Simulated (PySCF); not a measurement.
# A diatomic session: ReCl

An exercise on one series of results from a longer session: the logs are not shown, and one member is left open.

Computed with PySCF 2.14.0. Level: Re def2-TZVPP with ECP60, Cl def2-TZVPP, scalar-relativistic core potentials.

Set-up of the first run:

The job is set up so:

| Quantity | Value |
| --- | --- |
| atoms | Re, Cl |
| charge | 0 |
| basis | Re def2-TZVPP with ECP60, Cl def2-TZVPP |
| Hamiltonian | scalar-relativistic core potentials |
| basis functions | 98 |
| electrons treated | 32 |
| masses in u | 186.9558, 34.9689 |
| levels | PBE0, PBE, r²SCAN, MN15, BHandHLYP, BLYP, PBEsol, CAM-B3LYP, HF, MP2, SCS-MP2, CCSD, CCSD(T) |
| grid | 80 radial by 434 angular points |
| occupations | held fixed by the projection of orbital angular momentum |
| dissociation limit | Re + Cl, each in its ground configuration |
| starting distance in angstrom | 2.220 |
| values of 2S to try | 0, 2, 4, 6, 8 |

The run is started by

```console
> OMP_NUM_THREADS=2 python dia.py task.json out
```

Steps of the session up to this table: Set-up; First curve: PBE0; Excited determinants; PBE; r²SCAN; MN15; BHandHLYP (global hybrid GGA); BLYP (GGA); PBEsol (GGA); CAM-B3LYP (range-separated hybrid); UHF (mean field); MP2 and coupled cluster.

One of the session's tables, all rows but one given; the rest of the session is left out.

Energy (eV) from each level's lowest point:

```
R (Å)    UHF  UHF-MP2  UHF-SCS-MP2  UHF-CCSD  UHF-CCSD(T)
2.037  1.465    0.965        1.039       n/a          n/a
2.131  0.741    0.409        0.458     0.487        0.462
2.226  0.308    0.115        0.142     0.157        0.143
2.297  0.123    0.019        0.032     0.038        0.032
2.368  0.028    0.000        0.000     0.000        0.000
2.439  0.000    0.039        0.028     0.023        0.028
2.534  0.040    0.156        0.132     0.122        0.133
2.652      ?        ?            ?         ?            ?
2.794  0.408    0.681        0.629     0.609        0.632
2.984  0.774    1.127        1.061       n/a          n/a
```

**Question.** Estimate the row for R (Å) = 2.652.

Worked estimate for «UHF». A straight line through the neighbours (2.534, 0.040) and (2.794, 0.408) gives 0.040 + (0.408 − 0.040) × (2.652 − 2.534) / (2.794 − 2.534) = 0.207; a parabola fitted to 4 rows on both sides gives 0.185.

**Answer.** UHF: 0.175; UHF-MP2: 0.370; UHF-SCS-MP2: 0.332; UHF-CCSD: 0.317; UHF-CCSD(T): 0.334. In «UHF» the line misses by +0.032 and the parabola by +0.010.

To keep in mind: At some levels the lowest empty orbital lies below the highest filled one (the two can be of opposite spin).
